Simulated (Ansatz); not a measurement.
Geometry optimisation, DFT r2SCAN-D3(BJ), scalar-relativistic, plane waves, PAW in Ansatz 0.2.0.

input.yaml

```yaml
crystal:
  lattice:
    - [0.0, 5.43, 5.43]
    - [5.43, 0.0, 5.43]
    - [5.43, 5.43, 0.0]
  atoms:
    - { symbol: Si, position: [0.0, 0.0, 0.0] }
    - { symbol: Si, position: [0.125, 0.125, 0.125] }
    - { symbol: Si, position: [0.0, 0.0, 0.5] }
    - { symbol: Si, position: [0.125, 0.125, 0.625] }
    - { symbol: Si, position: [0.0, 0.5, 0.0] }
    - { symbol: Si, position: [0.125, 0.625, 0.125] }
    - { symbol: Si, position: [0.0, 0.5, 0.5] }
    - { symbol: Si, position: [0.125, 0.625, 0.625] }
    - { symbol: Si, position: [0.5, 0.0, 0.0] }
    - { symbol: Si, position: [0.625, 0.125, 0.125] }
    - { symbol: Si, position: [0.5, 0.0, 0.5] }
    - { symbol: Si, position: [0.625, 0.125, 0.625] }
    - { symbol: Si, position: [0.5, 0.5, 0.0] }
    - { symbol: Si, position: [0.625, 0.625, 0.125] }
    - { symbol: Si, position: [0.5, 0.5, 0.5] }
    - { symbol: Si, position: [0.625, 0.625, 0.625] }
    - { symbol: Fe, position: [0.3813081, 0.372232, 0.3749902], spin: 2.5 }
magnetization:
  spin_polarized: true
basis:
  ecutwfc: 500.0
kpoints:
  mp_grid: { grid: [2, 2, 2] }
hamiltonian:
  xc: r2scan
  dispersion: d3bj
  pseudopotentials: { kind: paw, azcp: { folder: soft_1 } }
scf:
  occupations: { method: gaussian, width: 0.05 }
  lower_state_search: "off"
relax:
  f_tol: 0.03
  max_steps: 60
  adjacent_minimum: "off"
```

Run as:

```bash
$ ansatz run input.yaml --threads 4 --pin off --max-ram 10240MiB --backend cpu --events-out ev --progress --plain --runs-dir out
```

Task: Where does it end, and by what steps?

Result: The run converged. The force dipped under the threshold on the way, but the program's further checks kept it going. Limits of this set-up: coarse k mesh, a small cell, in which the defect meets its images, a typed lattice constant that wasn't relaxed here. After 14 steps the energy has fallen by 0.039 eV; Si15 moved furthest, 0.07 Å.

```tsv
step	energy less start (eV)	largest force component (eV/Å)	accepted
0	0.0000	0.285	yes
1	-0.0299	0.151	yes
2	-0.0358	0.042	yes
3	-0.0377	0.044	yes
4	-0.0381	0.010	yes
5	-0.0382	0.003	yes
6	-0.0382	0.003	yes
7	-0.0382	0.004	yes
8	-0.0368	0.067	no
9	-0.0382	0.006	yes
10	-0.0383	0.009	yes
11	-0.0383	0.015	yes
12	-0.0385	0.022	yes
13	-0.0387	0.028	yes
14	-0.0387	0.029	yes
```

```xyz
17
Lattice="0.0000 5.4300 5.4300 5.4300 0.0000 5.4300 5.4300 5.4300 0.0000" Properties=species:S:1:pos:R:3
Si -0.003 0.002 -0.002
Si 1.352 1.348 1.352
Si 2.699 2.693 -0.007
Si 4.063 4.065 1.326
Si 2.701 -0.004 2.703
Si 4.064 1.337 4.066
Si 5.418 2.719 2.711
Si 6.794 4.086 4.089
Si -0.007 2.692 2.700
Si 1.324 4.065 4.063
Si 2.699 5.415 2.700
Si 4.083 6.784 4.084
Si 2.708 2.717 5.421
Si 4.088 4.086 6.796
Si 5.470 5.461 5.472
Si 6.815 6.825 6.818
Fe 4.089 4.116 4.097
```

Whether the end is a true minimum wasn't checked by a vibrational analysis.

The run took 3.6 min on 4 threads of Intel(R) Xeon(R) 6975P-C (Granite Rapids) (shared host), peak memory 1.9 GiB.
